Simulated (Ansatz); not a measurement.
# C2H9InO2: basis-set convergence

How large a basis does C2H9InO2 need? Two functionals are run in growing sets.

Program: Ansatz 0.2.0, Gaussian basis. Level of theory: one geometry, several basis sets. These are calculated values, not measurements.

The runs, in order: PBE0-D4/def2-SVP; ωB97M-V/def2-SVP; PBE0-D4/def2-QZVPP; ωB97M-V/def2-QZVPP; the functionals' def2-TZVPP values are taken from earlier runs.

## 1. The relaxed structure

An earlier PBE0-D4 in a triple-zeta def2 set relaxation fixed the geometry. In takes the def2 core potential; no spin-orbit term is included.

SMILES `[CH3][In-]([CH3])([OH])[OH2+]`, 14 atoms, charge 0, spin multiplicity 1.

Atoms are counted from 1 here; the program's logs count them from 0.

Bond lengths: C1–In2 2.142 Å, C1–H6 1.091 Å, C1–H7 1.092 Å, C1–H8 1.090 Å, In2–C3 2.141 Å, In2–O4 2.081 Å, In2–O5 2.399 Å, C3–H9 1.091 Å, C3–H10 1.091 Å, C3–H11 1.091 Å, O4–H12 0.958 Å, O5–H13 0.999 Å, O5–H14 0.961 Å. Angles: In2–C1–H6 108.7°, In2–C1–H7 110.1°, In2–C1–H8 111.7°, H6–C1–H7 108.6°, H6–C1–H8 109.0°, H7–C1–H8 108.6°, C1–In2–C3 138.8°, C1–In2–O4 111.3°, C1–In2–O5 104.6°, C3–In2–O4 108.2°, C3–In2–O5 100.1°, O4–In2–O5 68.7°, In2–C3–H9 110.9°, In2–C3–H10 110.9°, In2–C3–H11 108.9°, H9–C3–H10 108.1°, H9–C3–H11 108.6°, H10–C3–H11 109.3° and more.

## 2. PBE0-D4 in def2-SVP

The input, in.yaml:

```yaml
crystal:
  periodic: [false, false, false]
  atoms:
    - {symbol: C, position_ang: [-1.836681, 1.249669, 0.427304]}
    - {symbol: In, position_ang: [-0.242199, -0.156877, 0.166321]}
    - {symbol: C, position_ang: [1.041324, -1.378053, 1.367790]}
    - {symbol: O, position_ang: [-0.178009, -0.870763, -1.787544]}
    - {symbol: O, position_ang: [1.394659, 1.018350, -1.136249]}
    - {symbol: H, position_ang: [-1.679514, 2.087422, -0.253740]}
    - {symbol: H, position_ang: [-2.792882, 0.780701, 0.188076]}
    - {symbol: H, position_ang: [-1.879550, 1.626304, 1.449493]}
    - {symbol: H, position_ang: [0.459085, -2.021827, 2.028758]}
    - {symbol: H, position_ang: [1.698734, -0.763256, 1.984809]}
    - {symbol: H, position_ang: [1.645512, -2.006768, 0.712597]}
    - {symbol: H, position_ang: [-0.969457, -0.748255, -2.313847]}
    - {symbol: H, position_ang: [1.005438, 0.365311, -1.784212]}
    - {symbol: H, position_ang: [2.320541, 0.788641, -1.020858]}
basis:
  gaussian: {orbitals: def2-SVP}
hamiltonian: {xc: pbe0, dispersion: d4}
output: {orbitals: {seedname: orbitals}}
```

Command:

```console
ansatz run in.yaml --threads 4 --pin off --events-out ev --progress --plain --max-ram 11315MiB
```

Further steps of the session: ωB97M-V in def2-SVP; PBE0-D4 in def2-QZVPP; ωB97M-V in def2-QZVPP.

Q: Predict the results of all the runs planned. Wanted: PBE0-D4: double and triple zeta above quadruple; ωB97M-V: double and triple zeta above quadruple.

**Answer**, as computed:

| quantity | value |
| --- | --- |
| PBE0-D4: double and triple zeta above quadruple | 8.39, 0.43 eV |
| ωB97M-V: double and triple zeta above quadruple | 8.69, 0.42 eV |

For PBE0-D4 the step from double to triple zeta gains 7.96 eV and the next only 0.43 eV. Total energies overstate the basis error of differences, where much of it tends to cancel. The LUMO of ωB97M-V is positive and keeps falling with the basis (1.79 to 0.79 eV): an unbound level that the basis holds in place.
